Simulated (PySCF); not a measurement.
# A diatomic session: CdF

What are the lowest state that PBE0 finds, the bond length, vibrational wavenumber and bond energy of CdF, and how much do these hang on the method?

Computed with PySCF 2.14.0. Level: Cd def2-TZVPP with ECP28, F def2-TZVPP, scalar-relativistic core potentials.

### 1 The job

A driver script around PySCF takes these settings:

```yaml
atoms: Cd, F
charge: 0
basis: Cd def2-TZVPP with ECP28, F def2-TZVPP
Hamiltonian: scalar-relativistic core potentials
basis_functions: 87
electrons_treated: 29
masses_in_u: 113.9034, 18.9984
levels: PBE0, PBE, r²SCAN, BLYP, MN15, M06-2X, M06, HSE06, HF, MP2, SCS-MP2
grid: 80 radial by 434 angular points
occupations: held fixed by the projection of orbital angular momentum
dissociation_limit: Cd + F, each in its ground configuration
starting_distance_in_angstrom: 2.015
values_of_2S_to_try: 1, 3
```

Command:

```bash
$ OMP_NUM_THREADS=1 python dia.py task.json out
```

After this run come: The PBE0 curve of the state that the search chose; Higher solutions at PBE0; PBE (GGA); r²SCAN (meta-GGA); BLYP; MN15 (hybrid meta-GGA); M06-2X (hybrid meta-GGA); M06 (hybrid meta-GGA); HSE06; UHF.

Q: Predict the outcome of this session. Wanted: for each run, Re; ωe; De; μ.

As calculated:

Lowest PBE0 solution found, without spin–orbit coupling: ²Σ⁺ (doublet), unpaired electrons σ ↑. The other levels ran on it alone.

```tsv
level	Re (Å)	ωe (cm⁻¹)	De (eV)	μ (D)
UHF	1.986	542	1.50	-4.10
UHF-MP2	1.972	537	2.45	n/a
UHF-SCS-MP2	1.980	532	2.28	n/a
PBE	2.020	468	2.63	-3.40
BLYP	2.041	447	2.43	-3.48
r²SCAN	1.991	508	2.63	-3.46
PBE0	1.992	507	2.41	-3.68
M06	2.012	487	2.08	-3.95
HSE06	1.994	506	2.39	-3.70
MN15	1.987	514	2.29	-3.71
M06-2X	1.999	520	2.45	-3.93
```

De is counted to Cd + F in their ground configurations. A positive dipole means Cd(−)F(+).

**Reading.** The methods spread over 0.069 Å in bond length, from UHF-MP2 to BLYP. Of the levels with a De here, UHF gives the least (1.50 eV) and r²SCAN the most (2.63 eV).

Correlated steps freeze 1 core orbital. Spin–orbit coupling is left out.
